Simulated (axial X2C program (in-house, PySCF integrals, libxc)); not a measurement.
# Linear TiNC⁺ at several levels

The task here is to estimate one member of a computed series from the others.

Program: an in-house X2C program for linear molecules on PySCF integrals. Level of theory: all-electron X2C, two-component (2c) or spin-free, Ti dyall-v3z, N dyall-av3z, C dyall-v3z. These are calculated values, not measurements.

All values are calculated.

2 further runs of the same task are left out: 2 set aside as unsound or not needed.

The first run:

Contents of task.json:

```json
{"zs": [22, 7, 6], "q": 1, "bas": ["dyall-v3z", "dyall-av3z", "dyall-v3z"], "r0": [2.02, 1.17], "symm": 0, "scan": ["PBE0", "HF", "TPSSh"], "levels": ["PBE0", "HF", "PBE"], "nst": 2}
```

Keys: zs atomic numbers; q charge; bas basis sets; r0 starting distance in Å; symm equal bonds; scan levels of the two-bond scan (MP2 follows by itself at each HF point); levels methods; nst determinants followed.

Run with:

```
python solin.py task.json out
```

Masses Ti 47.948, N 14.003, C 12.000 u.

Steps of the session up to this table: Scan at PBE0, 2c; Scan at HF, 2c; Scan at MP2, 2c.

One of the session's tables, all rows but one given; the rest of the session is left out.

| level | r(Ti–N) (Å) | r(N–C) (Å) | lower stretch (cm⁻¹) | upper stretch (cm⁻¹) |
| --- | --- | --- | --- | --- |
| PBE0, 2c | 1.897 | 1.189 | 571.6 | 2040.1 |
| HF, 2c | 1.966 | 1.164 | 556.6 | 2209.8 |
| MP2, 2c | 1.925 | 1.197 | 560.9 | 2014.4 |
| PBE0, spin-free | 1.897 | 1.189 | 571.7 | 2039.7 |
| HF, spin-free | 1.966 | 1.164 | 556.7 | 2209.5 |
| TPSSh, spin-free | 1.897 | 1.197 | 565.7 | 1980.8 |
| MP2, spin-free | ? | ? | ? | ? |

Estimate the missing values for MP2, spin-free.

**Answer.** r(Ti–N) (Å): 1.925; r(N–C) (Å): 1.197; lower stretch (cm⁻¹): 561.0; upper stretch (cm⁻¹): 2014.3.

Scans not shown above were run alike.

To keep in mind: The molecule was held linear; bending was not examined, so a bent shape may lie lower. Note: functional without a current term on a determinant with orbital currents, of the molecule or an atom.
